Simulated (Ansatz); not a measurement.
# ZnHO radical (SMILES [O][ZnH]): single points off equilibrium

An exercise on one series of results from a longer session: the logs are not shown, and one member is left open.

Method: single points in def2-TZVPP; program: Ansatz 0.2.0, Gaussian basis.

Cores are frozen in the correlated methods. The 3s and 3p shells of Cu and Zn are frozen; filled d shells are correlated. Orbitals are unrestricted.

## The system as given

3 atoms, charge 0, spin multiplicity 2.

Atoms are counted from 1 here; the program's logs count them from 0.

Bond lengths: O1–Zn2 1.650 Å, Zn2–H3 1.484 Å. Angles: O1–Zn2–H3 139.1°.

Geometry (Å):

```xyz
3

O    -1.2382    0.6253   -0.5876
Zn    0.2010    0.2771    0.1403
H     1.0301   -0.9070    0.4763
```

Set-up of the first run:

The input, run/in.yaml:

```yaml
crystal:
  periodic: [false, false, false]
  atoms:
    - {symbol: O, position_ang: [-1.238200, 0.625300, -0.587600]}
    - {symbol: Zn, position_ang: [0.201000, 0.277100, 0.140300]}
    - {symbol: H, position_ang: [1.030100, -0.907000, 0.476300]}
basis:
  gaussian: {orbitals: def2-TZVPP}
magnetization: {spin_polarized: true, initial_magnetization: 1}
correlation: {method: ccsd_t, frozen_orbitals: {H: 0, O: 1, Zn: 9}}
scf: {omitted_lower_state_checks: [cluster_reference]}
output: {forces: true}
```

No record of the launch command was kept for these runs.

Steps of the session up to this table: CCSD(T)/def2-TZVPP; PBE0-D4/def2-TZVPP; wB97M-V/def2-TZVPP; r2SCAN-D4/def2-TZVPP; PBE-D4/def2-TZVPP; r2SCAN0-D4/def2-TZVPP; BLYP-D4/def2-TZVPP.

One of the session's tables, all rows but one given; the rest of the session is left out.

```
    method  RMS force component (eV/Å)  angle to CCSD(T) forces (°)  dipole (D)
   CCSD(T)                       2.084                    reference        2.47
   PBE0-D4                       1.949                          1.8        2.44
   wB97M-V                           ?                            ?           ?
 r2SCAN-D4                       1.756                          2.1        2.39
    PBE-D4                       1.714                          2.6        2.41
r2SCAN0-D4                       1.940                          1.8        2.49
   BLYP-D4                       1.857                          2.6        2.41
```

Estimate the missing values for wB97M-V.

**Answer.** RMS force component (eV/Å): 2.050; angle to CCSD(T) forces (°): 0.7; dipole (D): 2.46. In the column «RMS force component (eV/Å)» it lies between PBE0-D4 (1.949) and CCSD(T) (2.084).
